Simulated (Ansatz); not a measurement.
# C3H9GaO2: one species, many methods

An exercise on one series of results from a longer session: the logs are not shown, and one member is left open.

Method: functionals in def2-TZVPP, the program's frozen cores in correlated methods; program: Ansatz 0.2.0, Gaussian basis.

Levels to be run: LDA (SPW92), PBE-D4, revPBE-D4, BLYP-D4, r2SCAN-D4, B97M-V, PBE0-D4, B3LYP-D4, r2SCANh-D4, r2SCAN0-D4, HSE06-D4, BHLYP-D4, CAM-B3LYP-D4, LC-ωPBE, ωB97X-V, ωB97M-V, B2PLYP, PBE-QIDH; CCSD(T)/def2-SVP; MP2/def2-TZVPP; MP2/def2-QZVPP; RPA on PBE.

**The relaxed structure**

The geometry comes from an earlier relaxation with PBE0-D4 in a triple-zeta def2 set; it is a stationary point, not always the lowest conformer.

SMILES `C[CH](C)[Ga]([OH])[OH]`, 15 atoms, charge 0, spin multiplicity 1.

Atoms are counted from 1 here; the program's logs count them from 0.

Bond lengths: C1–C2 1.524 Å, C1–H7 1.094 Å, C1–H8 1.093 Å, C1–H9 1.096 Å, C2–C3 1.526 Å, C2–Ga4 1.980 Å, C2–H10 1.097 Å, C3–H11 1.096 Å, C3–H12 1.093 Å, C3–H13 1.094 Å, Ga4–O5 1.786 Å, Ga4–O6 1.787 Å, O5–H14 0.959 Å, O6–H15 0.959 Å. Angles: C2–C1–H7 111.6°, C2–C1–H8 112.3°, C2–C1–H9 110.8°, H7–C1–H8 107.6°, H7–C1–H9 107.0°, H8–C1–H9 107.3°, C1–C2–C3 111.7°, C1–C2–Ga4 111.7°, C1–C2–H10 108.4°, C3–C2–Ga4 111.6°, C3–C2–H10 108.1°, Ga4–C2–H10 104.9°, C2–C3–H11 110.7°, C2–C3–H12 112.4°, C2–C3–H13 111.7°, H11–C3–H12 107.3°, H11–C3–H13 107.0°, H12–C3–H13 107.4° and more.

Geometry (Å):

```tsv
atom	x (Å)	y (Å)	z (Å)
C1	-0.9799	0.8174	1.0769
C2	0.1900	0.5451	0.1389
C3	-0.0747	1.0811	-1.2650
Ga4	0.6718	-1.3754	0.1068
O5	1.8471	-2.1348	-1.0032
O6	-0.0188	-2.6185	1.1881
H7	-1.8907	0.3105	0.7438
H8	-0.7756	0.4910	2.1001
H9	-1.2064	1.8891	1.1162
H10	1.0780	1.0525	0.5362
H11	-0.2779	2.1578	-1.2365
H12	0.7735	0.9271	-1.9370
H13	-0.9460	0.6034	-1.7228
H14	2.2563	-1.5226	-1.6170
H15	-0.6684	-2.2742	1.8035
```

The first run:

Contents of in.yaml:

```yaml
crystal:
  periodic: [false, false, false]
  atoms:
    - {symbol: C, position_ang: [-0.979897, 0.817413, 1.076909]}
    - {symbol: C, position_ang: [0.190033, 0.545067, 0.138910]}
    - {symbol: C, position_ang: [-0.074745, 1.081103, -1.264958]}
    - {symbol: Ga, position_ang: [0.671808, -1.375364, 0.106847]}
    - {symbol: O, position_ang: [1.847058, -2.134774, -1.003178]}
    - {symbol: O, position_ang: [-0.018821, -2.618546, 1.188123]}
    - {symbol: H, position_ang: [-1.890674, 0.310460, 0.743848]}
    - {symbol: H, position_ang: [-0.775617, 0.491012, 2.100105]}
    - {symbol: H, position_ang: [-1.206419, 1.889070, 1.116224]}
    - {symbol: H, position_ang: [1.078030, 1.052454, 0.536181]}
    - {symbol: H, position_ang: [-0.277932, 2.157765, -1.236485]}
    - {symbol: H, position_ang: [0.773476, 0.927145, -1.936993]}
    - {symbol: H, position_ang: [-0.946034, 0.603375, -1.722823]}
    - {symbol: H, position_ang: [2.256262, -1.522633, -1.616951]}
    - {symbol: H, position_ang: [-0.668429, -2.274245, 1.803542]}
basis:
  gaussian: {orbitals: def2-TZVPP}
hamiltonian: {xc: lda}
output: {orbitals: {seedname: orbitals}}
```

The run is started by

```bash
$ ansatz run in.yaml --threads 4 --pin off --events-out ev --progress --plain --max-ram 11315MiB
```

Among the steps run: LDA; PBE-D4 (GGA); revPBE-D4 (GGA); BLYP-D4 (GGA); r2SCAN-D4 (meta-GGA); B97M-V (meta-GGA); PBE0-D4 (hybrid); B3LYP-D4 (hybrid); r2SCANh-D4 (hybrid); r2SCAN0-D4 (hybrid); HSE06-D4 (hybrid); BHLYP-D4 (hybrid); CAM-B3LYP-D4 (range-separated); LC-ωPBE (range-separated); ωB97X-V (range-separated); ωB97M-V (range-separated); B2PLYP (double hybrid); PBE-QIDH (double hybrid).

One of the session's tables, all rows but one given; the rest of the session is left out.

It belongs to the step «Frontier levels by functional». 

```
  functional  HOMO (eV)  gap (eV)
 LDA (SPW92)      -6.47      5.08
      PBE-D4      -6.30      5.16
   revPBE-D4      -6.23      5.23
     BLYP-D4      -6.20      5.06
   r2SCAN-D4      -6.55      5.81
      B97M-V      -6.62      5.57
     PBE0-D4      -7.59      7.33
    B3LYP-D4      -7.40      6.80
  r2SCANh-D4          ?         ?
  r2SCAN0-D4      -7.76      7.75
    HSE06-D4      -7.19      6.56
    BHLYP-D4      -8.82      9.27
CAM-B3LYP-D4      -8.96      9.54
     LC-ωPBE     -10.25     12.17
     ωB97X-V      -9.91     11.58
     ωB97M-V      -9.81     11.16
```

**Question.** Estimate the row for r2SCANh-D4.

Worked estimate for «HOMO (eV)». Against the share of exact exchange, r2SCAN-D4 (0, -6.55), r2SCAN0-D4 (0.25, -7.76) give a slope of -4.84 per unit share; at 0.1 the line stands at -7.03.

As computed: HOMO (eV): -7.03; gap (eV): 6.59. In «HOMO (eV)» the line misses by 0.00.
